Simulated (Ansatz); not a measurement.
NiMoIrPdW:

```xyz
5
Lattice="4.1170 0.0000 0.0000 -2.0585 3.5655 0.0000 0.0000 0.0000 5.4458" Properties=species:S:1:pos:R:3 pbc="T T T"
Ni    0.0000    0.0000    5.2157
Mo    2.0585    1.1885    5.2367
Pd    2.0585    1.1885    2.5211
Ir    0.0000    2.3770    3.9521
W     0.0000    2.3770    1.2875
```

The cell was built by a generator and needn't be a form met in nature.

Base run:

* Program: Ansatz 0.2.0
* Functional: PBE
* Potentials or basis: Ansatz PAW
* Cutoff: 420 eV (not typed: the program's choice for these potentials)
* k mesh: 8 × 8 × 5
* Occupations: fermi-dirac, width 0.05 eV
* Spin: collinear spin, ferromagnetic start
* Starting moments: [1.0, 1.0, 0.0, 0.6, 0.0] μB

Its results: band gap on the k mesh none (metal or under the smearing width); pressure 0.0 GPa; net moment 0.00 μB per cell; largest force 0.043 eV/Å.

Task: The run is repeated on the same cell with these changes: functional from PBE to HSE03; k mesh from 8 × 8 × 5 to 3 × 3 × 2. What comes out?

Result: Band gap on the k mesh none (metal or under the smearing width); pressure -6.8 GPa; net moment 0.76 μB per cell; site moments Ni +0.36; Mo +0.01; Pd +0.06; Ir +0.02; W +0.25 μB; largest force 0.238 eV/Å.

Several settings changed at once, so the effect can't be laid on one alone.

Caveats: some runs use coarse meshes; the starting moments weren't kept (some runs); the magnetic or orbital state may not be the lowest (some runs); the PAW data sets come from PBE, with cores solved anew for the run's functional, which leaves a small shift of forces and pressure (some runs); the thresholds are loose for stress (some runs).
